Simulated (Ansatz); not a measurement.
# C₂H₇NOSn: how energies converge with the basis set

The task here is to estimate one member of a computed series from the others.

The runs use Ansatz 0.2.0, Gaussian basis; one geometry, several basis sets.

Levels to be run: PBE0-D4/def2-SVP; ωB97M-V/def2-SVP; PBE0-D4/def2-QZVPP; ωB97M-V/def2-QZVPP; the functionals' def2-TZVPP values are taken from earlier runs.

## The geometry

All runs share one geometry, relaxed beforehand with PBE0-D4 in a triple-zeta def2 set. Sn takes the def2 core potential; no spin-orbit term is included.

SMILES `N=C(O)[CH2][SnH3]`, 12 atoms, charge 0, spin multiplicity 1.

Atoms are counted from 1 here; the program's logs count them from 0.

Bond lengths: N1–C2 1.266 Å, N1–H6 1.014 Å, C2–O3 1.350 Å, C2–C4 1.481 Å, O3–H7 0.967 Å, C4–Sn5 2.168 Å, C4–H8 1.092 Å, C4–H9 1.088 Å, Sn5–H10 1.703 Å, Sn5–H11 1.709 Å, Sn5–H12 1.705 Å. Angles: C2–N1–H6 111.5°, N1–C2–O3 118.9°, N1–C2–C4 129.5°, O3–C2–C4 111.5°, C2–O3–H7 105.9°, C2–C4–Sn5 110.8°, C2–C4–H8 110.5°, C2–C4–H9 111.1°, Sn5–C4–H8 106.1°, Sn5–C4–H9 108.9°, H8–C4–H9 109.4°, C4–Sn5–H10 110.0°, C4–Sn5–H11 107.8°, C4–Sn5–H12 108.6°, H10–Sn5–H11 109.7°, H10–Sn5–H12 110.8°, H11–Sn5–H12 110.0°.

Set-up of the first run:

File in.yaml:

```yaml
crystal:
  periodic: [false, false, false]
  atoms:
    - {symbol: N, position_ang: [-2.059669, 0.825064, 0.336555]}
    - {symbol: C, position_ang: [-0.821345, 0.878230, 0.081096]}
    - {symbol: O, position_ang: [-0.051846, 1.755547, 0.760391]}
    - {symbol: C, position_ang: [-0.018067, 0.069275, -0.864825]}
    - {symbol: Sn, position_ang: [1.310941, -1.270017, 0.203955]}
    - {symbol: H, position_ang: [-2.528162, 0.133806, -0.239029]}
    - {symbol: H, position_ang: [-0.649305, 2.224655, 1.358505]}
    - {symbol: H, position_ang: [0.623483, 0.713826, -1.468568]}
    - {symbol: H, position_ang: [-0.658722, -0.518300, -1.519850]}
    - {symbol: H, position_ang: [2.698442, -0.426001, 0.715181]}
    - {symbol: H, position_ang: [1.760176, -2.523023, -0.867442]}
    - {symbol: H, position_ang: [0.471072, -1.918062, 1.538135]}
basis:
  gaussian: {orbitals: def2-SVP}
hamiltonian: {xc: pbe0, dispersion: d4}
output: {orbitals: {seedname: orbitals}}
```

Steps of the session up to this table: PBE0-D4 in def2-SVP; ωB97M-V in def2-SVP; PBE0-D4 in def2-QZVPP; ωB97M-V in def2-QZVPP.

One table of the session follows, with a row left open; its other results are not shown here.

It belongs to the step «Density functionals: the series». 

```
functional       basis  HOMO (eV)  LUMO (eV)
   PBE0-D4    def2-SVP      -7.46       0.17
   PBE0-D4  def2-TZVPP      -7.64      -0.18
   PBE0-D4  def2-QZVPP      -7.68      -0.27
   ωB97M-V    def2-SVP      -9.68       1.99
   ωB97M-V  def2-TZVPP      -9.87       1.28
   ωB97M-V  def2-QZVPP          ?          ?
```

Q: Estimate the row for ωB97M-V, def2-QZVPP from the others.

As computed: HOMO (eV): -9.91; LUMO (eV): 0.99. In the column «HOMO (eV)» it is the lowest.
